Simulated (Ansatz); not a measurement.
**CH3FGe: how energies converge with the basis set**

The task here is to estimate one member of a computed series from the others.

Method: one geometry, several basis sets; program: Ansatz 0.2.0, Gaussian basis.

Plan: PBE0-D4/def2-SVP; ωB97M-V/def2-SVP; PBE0-D4/def2-QZVPP; ωB97M-V/def2-QZVPP; the functionals' def2-TZVPP values are taken from earlier runs.

### The geometry

All runs share one geometry, relaxed beforehand with PBE0-D4 in a triple-zeta def2 set.

SMILES `[CH3][Ge][F]`, 6 atoms, charge 0, spin multiplicity 1.

Atoms are counted from 1 here; the program's logs count them from 0.

Bond lengths: C1–Ge2 1.981 Å, C1–H4 1.092 Å, C1–H5 1.095 Å, C1–H6 1.095 Å, Ge2–F3 1.766 Å. Angles: Ge2–C1–H4 112.8°, Ge2–C1–H5 108.9°, Ge2–C1–H6 109.0°, H4–C1–H5 109.4°, H4–C1–H6 109.5°, H5–C1–H6 107.1°, C1–Ge2–F3 95.0°.

The first run:

in.yaml

```yaml
crystal:
  periodic: [false, false, false]
  atoms:
    - {symbol: C, position_ang: [-0.297305, 0.450260, -0.197845]}
    - {symbol: Ge, position_ang: [1.362668, -0.249004, 0.627624]}
    - {symbol: F, position_ang: [0.852022, -1.939409, 0.592026]}
    - {symbol: H, position_ang: [-0.282741, 1.534173, -0.326265]}
    - {symbol: H, position_ang: [-1.150401, 0.170359, 0.429403]}
    - {symbol: H, position_ang: [-0.442144, -0.030379, -1.171042]}
basis:
  gaussian: {orbitals: def2-SVP}
hamiltonian: {xc: pbe0, dispersion: d4}
output: {orbitals: {seedname: orbitals}}
```

Steps of the session up to this table: PBE0-D4 in def2-SVP; ωB97M-V in def2-SVP; PBE0-D4 in def2-QZVPP; ωB97M-V in def2-QZVPP.

One of the session's tables, all rows but one given; the rest of the session is left out.

It belongs to the step «Functionals by basis». 

```
functional       basis  HOMO (eV)  LUMO (eV)
   PBE0-D4    def2-SVP          ?          ?
   PBE0-D4  def2-TZVPP      -6.85      -2.35
   PBE0-D4  def2-QZVPP      -6.90      -2.42
   ωB97M-V    def2-SVP      -8.91      -0.24
   ωB97M-V  def2-TZVPP      -8.99      -0.36
   ωB97M-V  def2-QZVPP      -9.04      -0.50
```

Estimate the missing values for PBE0-D4, def2-SVP.

The run gave: HOMO (eV): -6.78; LUMO (eV): -2.27. In the column «HOMO (eV)» it is the highest.
